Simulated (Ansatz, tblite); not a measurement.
# BiH2(CF3) (CH2BiF3): one state, many levels

How do method and basis change the picture of BiH2(CF3) (CH2BiF3) (singlet)?

The runs use Ansatz 0.2.0, Gaussian basis; as each input shows.

Plan: GFN1-xTB, GFN2-xTB, PBE-D4/def2-TZVP, r2SCAN-D4/def2-TZVP, CAM-B3LYP-D4/def2-TZVP, BHLYP-D4/def2-TZVP, ωB97M-V/def2-TZVP, B97M-V/def2-TZVP, r2SCAN0-D4/def2-TZVP, BLYP-D4/def2-TZVP, ωB97X-V/def2-TZVP, PBE-D4/def2-SVP, PBE0-D4/def2-SVP, CCSD(T)/def2-TZVPP, MP2/def2-TZVP, RPA/def2-TZVP.

## Step 1: The geometry

The singlet was relaxed beforehand with r2SCAN-D4/def2-SVP.

7 atoms, charge 0, spin multiplicity 1.

Bond lengths: Bi1–H2 1.799 Å, Bi1–H3 1.798 Å, Bi1–C4 2.335 Å, C4–F5 1.339 Å, C4–F6 1.348 Å, C4–F7 1.347 Å. Angles: H2–Bi1–H3 89.9°, H2–Bi1–C4 89.5°, H3–Bi1–C4 89.7°, Bi1–C4–F5 114.2°, Bi1–C4–F6 110.2°, Bi1–C4–F7 110.1°, F5–C4–F6 107.4°, F5–C4–F7 107.5°, F6–C4–F7 107.2°.

Bi takes a core potential in the def2 sets. No spin-orbit coupling is included.

PBE0-D4/def2-TZVP was run before; its log isn't repeated, and its numbers join the tables.

## Step 2: GFN1-xTB

Tight binding, by tblite at 300 K electronic temperature and without a spin-polarisation term:

```python
tblite.interface.Calculator('GFN1-xTB', numbers, positions, charge=0, uhf=0).singlepoint()
```

Energy -567.2154 eV, HOMO -11.53 eV, LUMO -4.96 eV; 0.012 s.

## Step 3: GFN2-xTB

Tight binding, by tblite at 300 K electronic temperature and without a spin-polarisation term:

```python
tblite.interface.Calculator('GFN2-xTB', numbers, positions, charge=0, uhf=0).singlepoint()
```

Energy -536.4155 eV, HOMO -11.63 eV, LUMO -5.70 eV; 0.006 s.

## Step 4: PBE-D4/def2-TZVP

start.molden holds the orbitals of an earlier run on this state, given as this run's starting guess.

in.yaml

```yaml
crystal:
  periodic: [false, false, false]
  atoms:
    - {symbol: Bi, position_ang: [0.534474, 0.977613, 1.131670]}
    - {symbol: H, position_ang: [1.991519, 0.914600, 0.079088]}
    - {symbol: H, position_ang: [-0.207099, 2.189490, 0.029035]}
    - {symbol: C, position_ang: [-0.424301, -0.738902, -0.127697]}
    - {symbol: F, position_ang: [-0.395311, -0.530618, -1.450289]}
    - {symbol: F, position_ang: [-1.713387, -0.911745, 0.225335]}
    - {symbol: F, position_ang: [0.214105, -1.900437, 0.112847]}
basis:
  gaussian: {orbitals: def2-TZVP, initial_orbitals: start.molden}
hamiltonian: {xc: pbe, dispersion: d4}
scf: {omitted_lower_state_checks: [starts]}
output: {orbitals: {seedname: orbitals}}
```

On the command line:

```console
$ ansatz run in.yaml --threads 4 --pin off --events-out ev --progress --plain --max-ram 3916MiB
```

After this run come: r2SCAN-D4/def2-TZVP; CAM-B3LYP-D4/def2-TZVP; BHLYP-D4/def2-TZVP; ωB97M-V/def2-TZVP; B97M-V/def2-TZVP; r2SCAN0-D4/def2-TZVP; BLYP-D4/def2-TZVP; ωB97X-V/def2-TZVP; PBE-D4/def2-SVP; PBE0-D4/def2-SVP; CCSD(T)/def2-TZVPP; MP2/def2-TZVP; RPA/def2-TZVP.

**Question.** What will the summary of the whole plan be? Wanted: gap in def2-TZVP, named functionals, smallest and largest; correlation energy, CCSD(T)/def2-TZVPP; correlation energy, MP2/def2-TZVP; binding an atom, CCSD(T)/def2-TZVPP; PBE0 total energy, smallest basis above largest.

**Answer**, as computed:

```
                                                 quantity                                  value
gap in def2-TZVP, named functionals, smallest and largest  4.93 eV (BLYP-D4), 10.91 eV (ωB97X-V)
                   correlation energy, CCSD(T)/def2-TZVPP                              -37.41 eV
                        correlation energy, MP2/def2-TZVP                              -36.48 eV
                      binding an atom, CCSD(T)/def2-TZVPP                               3.074 eV
          PBE0 total energy, smallest basis above largest         11.49 eV (def2-SVP, def2-TZVP)
```

**Reading.** Orbital gaps of the named functionals in def2-TZVP span 4.93 eV (BLYP-D4) to 10.91 eV (ωB97X-V); exact exchange widens it. The functionals in def2-TZVP miss CCSD(T)/def2-TZVPP by -0.100 (BHLYP-D4) to +0.297 eV (PBE-D4) an atom. The reference is CCSD(T) in one finite basis, so it carries an error of its own, often a tenth of an eV or more, and near misses can't be ranked.
